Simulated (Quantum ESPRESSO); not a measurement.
HfIn4SiO6:

```
Hf In Si O
1.0
     5.27743    0.00000    0.00000
    -2.63872    4.57039    0.00000
     0.00000    0.00000   10.55905
Hf In Si O
1 4 1 6
Direct
  0.66667 0.33333 0.00000
  0.00000 0.00000 0.30446
  0.00000 0.00000 0.69554
  0.33333 0.66667 0.78919
  0.33333 0.66667 0.21081
  0.00000 0.00000 0.00000
  0.97300 0.70496 0.89972
  0.29504 0.02700 0.10028
  0.29504 0.26804 0.89972
  0.73196 0.70496 0.10028
  0.73196 0.02700 0.89972
  0.97300 0.26804 0.10028
```

The cell was built by a generator and needn't be a form met in nature.

```yaml
Program: Quantum ESPRESSO 7.5
Task: single point
Functional: PBE
Potentials_or_basis: SSSP 1.3 efficiency PBE
Cutoff: 816 eV
Density_cutoff: 5987 eV
k_mesh: 6 × 6 × 3
Occupations: fermi-dirac, width 0.05 eV
Spin: no spin polarisation
```

On this cell: pressure -0.3 GPa; largest force 0.087 eV/Å; band gap on the k mesh none (metal or under the smearing width).

The same run follows on a disturbed copy (atoms moved at random, drawn with an rms of 0.05 Å):

```xyz
12
Lattice="5.2774 0.0000 0.0000 -2.6387 4.5704 0.0000 0.0000 0.0000 10.5590" Properties=species:S:1:pos:R:3 pbc="T T T"
Hf    2.6474    1.4720    0.0583
In   -0.0205    0.0902    3.2093
In   -0.0141    0.0061    7.3139
In   -0.0011    3.0548    8.3506
In   -0.0229    3.0583    2.2084
Si   -0.0428    0.0056    0.0159
O     3.2584    3.2345    9.4421
O     1.4685    0.1725    1.0632
O     0.8798    1.2444    9.4517
O     2.0171    3.1816    1.0337
O     3.7538    0.1453    9.5469
O     4.4203    1.2378    1.0676
```

Problem. What does the disturbed cell give?

Solution. The energy (extrapolated to zero smearing) moves by +18.6 meV/atom; pressure 0.1 GPa; largest force 2.165 eV/Å; band gap on the k mesh none (metal or under the smearing width).

Forces in eV/Å, atoms in the order of the input:
```
Hf  -0.790  1.356 -1.491
In   0.016 -0.175  0.229
In   0.102 -0.067  0.137
In  -0.037 -0.036 -0.119
In   0.182  0.146  0.182
Si   0.812 -0.387 -1.258
O   -0.226 -0.106  0.807
O   -0.377 -0.611  0.331
O   -0.402 -0.325  0.637
O   -0.158  0.820  0.396
O    0.503 -0.421 -0.154
O    0.375 -0.192  0.303
```

Stress tensor (GPa, compression positive):
```
 0.26 -0.55  0.12
-0.55  0.06  0.65
 0.12  0.65  0.08
```
